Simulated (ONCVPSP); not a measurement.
**An ONCV potential for germanium, from input to tests**

Do these settings give a usable potential? It is generated, then checked for transferability, scattering, ghosts and hardness.

Method: ONCVPSP 4.0.1.1 (patched build), PBE, scalar-relativistic.

## (1) Settings

The settings as typed:

| Property | Result |
| --- | --- |
| element | germanium (Ge, Z = 32) |
| type | optimised norm-conserving Vanderbilt (ONCV) |
| frozen core | [Ne] |
| valence charge | 22 |
| reference configuration | 3s2 3p6 3d10 4s2 4p2 |
| partial waves | 3s+4s: rc 1.15 bohr, ncon 4, nbas 8, qcut 8.4 1/bohr, 2 projectors; 3p+4p: rc 1.35 bohr, ncon 4, nbas 8, qcut 10.6 1/bohr, 2 projectors; 3d: rc 1.15 bohr, ncon 4, nbas 8, qcut 11.6 1/bohr, local |
| local potential | the d channel |
| core correction | Teter function, fcfact 4.75, rcfact 1.25 |

An earlier all-electron run gives the scale for the radii.

All-electron outer shells of the reference configuration (PBE, scalar-relativistic, ld1.x):

```json
{"shell": "2s", "level (eV)": "-1371.79", "outermost node (bohr)": "0.06", "outermost maximum (bohr)": "0.18"}
{"shell": "2p", "level (eV)": "-1198.71", "outermost node (bohr)": "–", "outermost maximum (bohr)": "0.14"}
{"shell": "3s", "level (eV)": "-168.49", "outermost node (bohr)": "0.26", "outermost maximum (bohr)": "0.54"}
{"shell": "3p", "level (eV)": "-115.62", "outermost node (bohr)": "0.23", "outermost maximum (bohr)": "0.54"}
{"shell": "3d", "level (eV)": "-29.31", "outermost node (bohr)": "–", "outermost maximum (bohr)": "0.50"}
{"shell": "4s", "level (eV)": "-11.73", "outermost node (bohr)": "0.77", "outermost maximum (bohr)": "1.75"}
{"shell": "4p", "level (eV)": "-3.90", "outermost node (bohr)": "0.82", "outermost maximum (bohr)": "2.22"}
```

## (2) Generation

Ge.dat reads:

```
# ATOM AND REFERENCE CONFIGURATION
# atsym  z   nc   nv     iexc    psfile
  Ge 32.00    3    5        4      upf
#
#   n    l    f
    1    0    2.00
    2    0    2.00
    2    1    6.00
    3    0    2.00
    3    1    6.00
    3    2   10.00
    4    0    2.00
    4    1    2.00
#
# PSEUDOPOTENTIAL AND OPTIMIZATION
# lmax
    2
#
#   l,   rc,      ep,       ncon, nbas, qcut
    0    1.15    0.00    4    8    8.40
    1    1.35    0.00    4    8   10.60
    2    1.15    0.00    4    8   11.60
#
# LOCAL POTENTIAL
# lloc, lpopt,  rc(5),   dvloc0
    2    5    1.15    0.00
#
# VANDERBILT-KLEINMAN-BYLANDER PROJECTORs
# l, nproj, debl
    0    2    0.90
    1    2    1.10
    2    0    2.50
#
# MODEL CORE CHARGE
# icmod, fcfact, rcfact
    3    4.75    1.25
#
# LOG DERIVATIVE ANALYSIS
# epsh1, epsh2, depsh
   -8.00    5.00    0.04
#
# OUTPUT GRID
# rlmax, drl
    6.00    0.01
#
# TEST CONFIGURATIONS
# ncnf
    4
# nvcnf
#   n    l    f
    5
    3    0    2.00
    3    1    6.00
    3    2   10.00
    4    0    2.00
    4    1    1.00
#
    5
    3    0    2.00
    3    1    6.00
    3    2   10.00
    4    0    2.00
    4    1    0.00
#
    5
    3    0    2.00
    3    1    6.00
    3    2   10.00
    4    0    1.00
    4    1    0.00
#
    5
    3    0    2.00
    3    1    6.00
    3    2   10.00
    4    0    1.00
    4    1    3.00
#
```

Started as:

```sh
$ oncvpsp.x < Ge.dat > Ge.out
```

What does the calculation give? Wanted: cutoffs for 1 and 0.1 mHa per electron, occupied waves; bound ghosts; GHOST(+) flags; largest test error; largest phase difference near zero energy, channels read; rms error of d²Exc/dn², without and with the model core.

As calculated:

| quantity | value |
| --- | --- |
| cutoffs for 1 and 0.1 mHa per electron, occupied waves | 65 Ha and 164 Ha |
| bound ghosts | s at -161.61 eV |
| GHOST(+) flags | none at low energy |
| largest test error (AE − PS) | -12 meV, for 3s2 3p6 3d10 4s1 4p0 |
| largest phase difference near zero energy, channels read | 0.056 rad |
| rms error of d²Exc/dn², without and with the model core | 3.39 and 1.05 mHa |

In words: It has a bound ghost (s), a state that the atom doesn't have, and that rules the file out. The worst unpolarised test, 3s2 3p6 3d10 4s1 4p0, is off by 12 meV on 57.7 eV; by total energies transferability rates as good. Atomic tests can pass in spite of a ghost, since they solve only for the levels asked. By its cutoff, 65 Ha for the looser tolerance, it is very hard. The tighter tolerance needs 164 Ha, and converged work needs a cutoff nearer that. At the looser tolerance the 3d wave is the slowest; 3p needs 43 Ha. Of the channels read, d scatters worst near zero energy, by up to 0.06 rad. The pseudo curves have a pole with no partner nearby in the atom's: s at -6.04 Ha. All of this concerns the isolated atom, not yet a solid.
